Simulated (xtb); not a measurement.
**CH4AlFOS (SMILES C[O][Al]([F])[SH]): GFN2-xTB**

We compute a structure relaxation of CH4AlFOS. 

The calculation is run with xtb 6.7.1.

2 further runs of the same task are left out: 2 set aside as unsound or not needed.

**1. The system as given**

The species is CH4AlFOS (9 atoms), meant as a singlet with charge 0. SMILES: `C[O][Al]([F])[SH]`. All atoms were displaced at random from a relaxed shape. The run starts from this shape.

Bond lengths: C1–O2 1.422 Å, O2–Al3 1.752 Å, Al3–F4 1.676 Å, Al3–S5 2.091 Å, C1–H6 1.166 Å, C1–H7 1.142 Å, C1–H8 1.103 Å, S5–H9 1.323 Å. Some angles: C1–O2–Al3 133.8°, O2–Al3–F4 112.9°, O2–Al3–S5 126.8°, F4–Al3–S5 120.3°, O2–C1–H6 112.5°, O2–C1–H7 104.7°, O2–C1–H8 109.3°, Al3–S5–H9 94.1°, H6–C1–H7 109.0°, H6–C1–H8 107.8°.

**2. A structure relaxation at GFN2-xTB**

Input file xcontrol:

```
$opt
   hessian=lindh-d2
$end
```

Input file mol.xyz:

```xyz
9

C     -0.37819000    -1.44434000     0.08998000
O      0.43386000    -0.57694000    -0.69082000
Al     0.73846000     1.14806000    -0.66456000
F      1.78056000     1.64424000    -1.87976000
S     -0.09393000     2.54773000     0.64709000
H     -0.89075000    -0.89310000     0.97991000
H      0.34613000    -2.22432000     0.50366000
H     -1.17352000    -1.86943000    -0.54539000
H     -0.64539000     1.63115000     1.42561000
```

Launch:

```bash
$ xtb mol.xyz --gfn2 --chrg 0 --input xcontrol --opt tight --parallel 1 > run.log 2> xtb.err
```

What values should one expect? Wanted: total energy at the end; dipole moment; HOMO energy; LUMO energy; HOMO–LUMO gap; dispersion energy; mean polarisability.

Answer, from the run:

Level: GFN2-xTB.

| quantity | value |
| --- | --- |
| total energy at the end | -17.46677 Eh |
| dipole moment | 3.46 D |
| HOMO energy | -11.11 eV |
| LUMO energy | -7.60 eV |
| HOMO–LUMO gap | 3.51 eV |
| dispersion energy | -11.60 kJ/mol |
| mean polarisability (D4 model) | 69.5 bohr³ |

In words: At the final geometry: Bond lengths: C1–O2 1.400 Å, O2–Al3 1.642 Å, Al3–F4 1.650 Å, Al3–S5 2.180 Å, C1–H6 1.093 Å, C1–H7 1.091 Å, C1–H8 1.091 Å, S5–H9 1.327 Å. Some angles: C1–O2–Al3 173.0°, O2–Al3–F4 122.0°, O2–Al3–S5 116.9°, F4–Al3–S5 121.1°, O2–C1–H6 109.5°, O2–C1–H7 109.9°, O2–C1–H8 109.9°, Al3–S5–H9 92.0°, H6–C1–H7 109.2°, H6–C1–H8 109.2°. The optimisation took 18 steps and changed the energy by -0.523 eV.
